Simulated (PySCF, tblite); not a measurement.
# CH₂NSeSi radical: geometry, infrared bands and EPR parameters

Wanted: the infrared bands and EPR parameters of CH₂NSeSi radical (`N#C[SiH][SeH]`), by calculation.

Programs: tblite 0.8.0 and PySCF 2.14.0, with density-fitted response routines of our own. Each step states its level of theory. These are calculated values for one molecule in the gas phase, unless marked as measured. Atoms count from 0, in the outputs and in this text.

**1. The molecule as given**

6 atoms, charge 0, multiplicity 2; geometry from: force field or distance geometry start.

Bonds of the start (Å): N0–C1 1.16, C1–Si2 1.81, Si2–Se3 2.28, Si2–H4 1.48, Se3–H5 1.54.

**2. Geometry optimisation with GFN2-xTB**

What the job is given:

```
{"job": {"kind": "relax", "xc": "GFN2-xTB", "basis": "xTB"}, "charge": 0, "multiplicity": 2}
N     -2.404700    -1.172100     0.111900
C     -1.519400    -0.454600    -0.090100
Si    -0.090300     0.632700    -0.352800
Se     1.789200    -0.146500     0.666500
H     -0.388200     2.020300     0.050900
H      2.616500    -0.877900    -0.408000
```

Command:

```console
OMP_NUM_THREADS=1 python probes_run.py task.json out
```

One launch serves the whole session: the jobs run in the order shown.

The log of the run:

```text
step      E/eV     max force
  0    -296.49625    1.651
  1    -296.49851    3.549
  2    -296.56971    0.673
  3    -296.58830    0.398
  4    -296.59913    0.490
  5    -296.61141    0.487
  6    -296.62563    0.372
  7    -296.63339    0.348
  8    -296.63841    0.258
  9    -296.64129    0.165
 10    -296.64309    0.127
 11    -296.64470    0.136
 12    -296.64587    0.149
 13    -296.64685    0.128
 14    -296.64763    0.079
 15    -296.64807    0.061
 16    -296.64824    0.039
 17    -296.64835    0.036
 18    -296.64852    0.059
 19    -296.64882    0.097
 20    -296.64923    0.123
 21    -296.64963    0.097
 22    -296.64983    0.027
 23    -296.64987    0.017
 24    -296.64989    0.020
 25    -296.64995    0.033
 26    -296.65007    0.060
 27    -296.65035    0.101
 28    -296.65084    0.135
 29    -296.65142    0.123
 30    -296.65203    0.069
 31    -296.65243    0.068
 32    -296.65270    0.073
 33    -296.65319    0.113
 34    -296.65352    0.139
 35    -296.65469    0.104
 36    -296.65548    0.098
 37    -296.65585    0.060
 38    -296.65598    0.042
 39    -296.65611    0.045
 40    -296.65696    0.127
 41    -296.65742    0.118
 42    -296.65805    0.036
 43    -296.65819    0.038
 44    -296.65828    0.039
 45    -296.65839    0.038
 46    -296.65894    0.036
 47    -296.65943    0.066
 48    -296.65981    0.077
 49    -296.65997    0.041
 50    -296.66009    0.047
 51    -296.66021    0.049
 52    -296.66040    0.059
 53    -296.66060    0.062
 54    -296.66073    0.041
 55    -296.66077    0.012
 56    -296.66077    0.005
```

Run time: 0.35 s. Hardware: 1 thread of Arm Neoverse N1, shared host.

Relaxation path: (not every step is listed)

```tsv
step	energy from step 0 (eV)	largest force (eV/Å)
0	0.0000	1.6508
1	-0.0023	3.5492
2	-0.0735	0.6726
3	-0.0921	0.3980
4	-0.1029	0.4896
5	-0.1152	0.4872
6	-0.1294	0.3716
7	-0.1371	0.3483
8	-0.1422	0.2579
12	-0.1496	0.1486
16	-0.1520	0.0385
20	-0.1530	0.1231
24	-0.1536	0.0201
28	-0.1546	0.1355
32	-0.1565	0.0727
36	-0.1592	0.0980
40	-0.1607	0.1268
44	-0.1620	0.0391
48	-0.1636	0.0769
51	-0.1640	0.0487
52	-0.1642	0.0592
53	-0.1644	0.0617
54	-0.1645	0.0409
55	-0.1645	0.0122
56	-0.1645	0.0050
```

Distances of close pairs at the start and the end, largest changes first:

```tsv
bond	before (Å)	after (Å)	change (Å)
Se3–H5	1.541	1.442	-0.098
C1–Si2	1.815	1.854	+0.039
Si2–H4	1.476	1.459	-0.016
N0–C1	1.157	1.149	-0.008
Si2–Se3	2.276	2.283	+0.007
```

The end geometry stands in the next job.

**3. Vibrational analysis with GFN2-xTB**

What the job is given:

```
{"job": {"kind": "ir", "xc": "GFN2-xTB", "basis": "xTB"}, "charge": 0, "multiplicity": 2}
N     -2.242755    -1.261181    -0.003612
C     -1.404695    -0.477778    -0.071477
Si    -0.025442     0.720785    -0.385137
Se     1.960933     0.088384     0.545218
H     -0.391984     2.019118     0.170975
H      2.107065    -1.087336    -0.277543
```

The log of the run:

```text
mode    cm-1     km/mol
  1      73.4      6.73
  2     111.5     20.69
  3     251.4      6.55
  4     292.8      4.31
  5     368.5     28.88
  6     415.8     26.32
  7     555.2     88.23
  8     628.7     12.67
  9     681.5     81.74
 10    2045.3    297.53
 11    2272.6    247.67
 12    2288.6    228.68
```

Wall time 0.18 s (1 thread of Arm Neoverse N1, shared host).

The strongest bands and the atoms that carry them (share of the mass-weighted mode):

```tsv
cm⁻¹	km/mol	atoms
112	20.7	H5 85 %
368	28.9	Si2 55 %, Se3 18 %, C1 16 %
416	26.3	H4 64 %, C1 17 %, Si2 12 %
555	88.2	H4 59 %, H5 27 %
682	81.7	H5 32 %, Si2 28 %, H4 21 %
2045	297.5	H5 99 %
2273	247.7	C1 49 %, N0 37 %, H4 13 %
2289	228.7	H4 83 %
```

**4. EPR parameters: B3LYP/def2-TZVP-core+pcH-1**

Settings changed since step 3:

```diff
@@ -1,2 +1,2 @@
-{"job": {"kind": "ir", "xc": "GFN2-xTB", "basis": "xTB"}, "charge": 0, "multiplicity": 2}
+{"job": {"kind": "epr", "basis": "pcH-1"}, "charge": 0, "multiplicity": 2}
 N     -2.242755    -1.261181    -0.003612
```

With the program's defaults for keys left out, this is: UKS B3LYP, def2-TZVP-core on Se, pcH-1 on C H N Si, non-relativistic, mean-field spin-orbit, GIAO.

The log of the run:

```text
UKS, coarse grid
  cycle   1  E = -2785.06861976  |g| = 1.47e+00
  cycle   2  E = -2784.88665799  |g| = 8.51e-01
  cycle   3  E = -2784.73868465  |g| = 9.83e-01
  cycle   4  E = -2785.14186865  |g| = 1.53e-01
  cycle   5  E = -2785.14683772  |g| = 4.56e-02
  cycle   6  E = -2785.14768251  |g| = 8.62e-03
  cycle   7  E = -2785.14772542  |g| = 2.70e-03
  cycle   8  E = -2785.14773175  |g| = 1.04e-03
  cycle   9  E = -2785.14773183  |g| = 6.39e-04
UKS, final grid
  cycle   1  E = -2785.14776728  |g| = 8.62e-04
  cycle   2  E = -2785.14776605  |g| = 1.91e-03
  cycle   3  E = -2785.14776768  |g| = 3.26e-04
  cycle   4  E = -2785.14776774  |g| = 8.74e-05
  cycle   5  E = -2785.14776776  |g| = 5.37e-05
  cycle   6  E = -2785.14776777  |g| = 1.36e-05
E = -2785.14776777 Eh   <S^2> = 0.7533 (exact 0.7500)
g shifts (ppm)      1          2          3
  rmc          -173       -173       -173
  gc             19         37         59
  oz_so       -3406       2299      33254
  total       -3545       2168      33155
hyperfine (MHz)  atom isotope    a_iso     a_fc   dipolar eigenvalues
    0   14N       2.57       2.60     -4.71     -4.36      9.06
    1   13C      50.49      50.49     -8.13     -2.26     10.40
    2  29Si    -650.04    -649.51   -148.54     72.91     75.63
    3  77Se     -15.56     -11.40    -88.47    -76.72    165.19
    4    1H      45.56      45.44     -7.55     -0.13      7.68
    5    1H      15.67      15.50     -3.54     -1.09      4.62
```

Run time: 1.8 min. Hardware: 1 thread of Arm Neoverse N1, shared host; peak memory 0.81 GiB.

Principal g values 1.99877, 2.00449, 2.03547; g(iso) = 2.01291, against 2.00232 for a free electron.

Hyperfine couplings, nucleus by nucleus at this fixed geometry (no averaging over rotations):

```tsv
nuclei	isotope	a(iso) (MHz)	a(iso) (G, at g = 2.0023)	largest dipolar term (MHz)
Si2	29Si	-650.0	-232.0	-148.5
C1	13C	50.5	18.0	10.4
H4	1H	45.6	16.3	7.7
H5	1H	15.7	5.6	4.6
Se3	77Se	-15.6	-5.6	165.2
N0	14N	2.6	0.9	9.1
```

Mulliken spin populations:

```tsv
atom	value (e)
N0	0.10
C1	-0.04
Si2	0.80
Se3	0.12
H4	0.01
H5	0.00
```

In first order the couplings over 0.8 MHz of 1H, 14N give 12 distinct lines over 23.7 G.

Orbitals, density, ELF and potential are computed afterwards from the orbital file.

ELF in a plane through or near 4 of the atoms.

Ten even steps from ' ' (0.00) to '@' (1.00):
```
                                                        
                                                        
                        ..--==--..                      
                      ::**@@@@@@%%==..                  
                      ==@@@@@@@@@@%%--                  
          ....        ==@@@@@@@@@@%%--                  
      ..::++++==--..  --##@@@@@@@@==                    
    ..==##%%%%%%##++==--::....====........              
    ..**%%@@@@##****##**..++==..==**++++==::..          
    ::**%%%%%%--::::**%%==    ++@@%%##****--::..        
    ..==**##**::::..==****--==%%%%++--##%%**++==::      
      ..::==********++--::..::####::==%%++##%%##==..    
        ..==##@@@@@@##::..    ++**##%%==--%%@@%%**..    
          --%%@@@@@@##..      ::--==++##%%@@@@%%**..    
          ..++%%@@%%==          ..--==**%%%%%%**--      
              ....                  ..::::--::          
                                                        
                                                        
                                                        
                                                        
```
The map spans 9.9 Å across and 9.3 Å up, centred on the molecule. Atoms in the plane (x, y in Å): N0 (2.3, -1.1), C1 (1.4, -0.4), H4 (0.2, 2.0), H5 (-2.0, -1.3).

On the surface of density 0.002 e/bohr³ the electrostatic potential runs, from the 1st to the 99th percentile, from -1.67 V near N0 to 1.56 V near H5.

The spin density lies nearest to Si2 61 %; Se3 15 %; N0 8 %; H4 8 %.

**5. Results**

```
                                 quantity                    value
strongest single infrared mode (GFN2-xTB)    2045 cm⁻¹, 298 km/mol
             zero-point energy (GFN2-xTB)            14.3 kcal/mol
                           g(iso) (B3LYP)                  2.01291
                                     ⟨S²⟩       0.753 (exact 0.75)
                           largest a(iso)  29Si on Si2, -650.0 MHz
    surface potential, 1st and 99th percentile       -1.67 V and 1.56 V
```

Over 56 steps the energy fell by 0.165 eV; of the close pairs, Se3–H5 changed most, 1.541 to 1.442 Å. All 12 modes are real, so the xTB geometry is a minimum. The strongest single mode, at 2045 cm⁻¹, moves mainly H5. GFN2-xTB is a fitted tight-binding method: band positions and strengths are rough. Its intensities can rank the bands wrongly. Si2 carries the largest spin population, 0.80 e. The isotropic g lies 10.6 ppt above the free-electron value. The hyperfine terms hold no scalar relativity, which the heavier nuclei need.
